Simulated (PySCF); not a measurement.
# C3H12AlN (Trimethylamine-Alane): the cost of one run

Computed with PySCF 2.14.0, with density-fitted response routines of our own, on a single molecule, in the gas phase or a continuum. Atoms count from 0, in the outputs and in this text.

### 1 The starting structure

17 atoms, charge 0, multiplicity 1; geometry from: GFN2-xTB. The atoms were then displaced at random by about 0.01 Å, so the start is not that level's minimum.

Bonds of the start (Å): C0–N1 1.46, N1–C2 1.46, N1–C3 1.43, N1–Al4 2.05, C0–H5 1.11, C0–H6 1.10, C0–H7 1.06, C2–H8 1.08, C2–H9 1.08, C2–H10 1.10, C3–H11 1.12, C3–H12 1.09, C3–H13 1.07, Al4–H14 1.58, Al4–H15 1.56, Al4–H16 1.58.

### 2 Geometry optimisation at PBE0-D3(BJ)/def2-TZVP

What the job is given:

```
{"job": {"xc": "PBE0", "basis": "def2-TZVP", "d3": "d3bj", "grid": 2, "shake": 0.01, "kind": "geom"}, "charge": 0, "multiplicity": 1}
C     -0.482870    -0.849070     1.158560
N     -0.141520    -0.061700    -0.025900
C     -0.097540    -0.915870    -1.204340
C     -1.033480     1.040030    -0.238410
Al     1.723220     0.729310     0.276360
H     -1.498330    -1.272980     1.051020
H     -0.482400    -0.166100     2.022140
H      0.255720    -1.598720     1.308060
H      0.246060    -0.315170    -2.030870
H     -1.050420    -1.373060    -1.405880
H      0.653360    -1.698220    -1.015730
H     -2.081020     0.680040    -0.400020
H     -1.080840     1.697250     0.630490
H     -0.753670     1.623520    -1.087430
H      1.396910     1.584830     1.564670
H      2.519620    -0.593640     0.493990
H      1.890680     1.501370    -1.086560
```

The run is started by

```bash
$ OMP_NUM_THREADS=1 python probes_run.py task.json out
```

One launch serves the whole session: the jobs run in the order shown.

Q: Estimate the wall time and peak memory of this first job on 1 thread of AMD EPYC 9R45, shared host.

About 87 s, with a peak of 1.2 GiB.
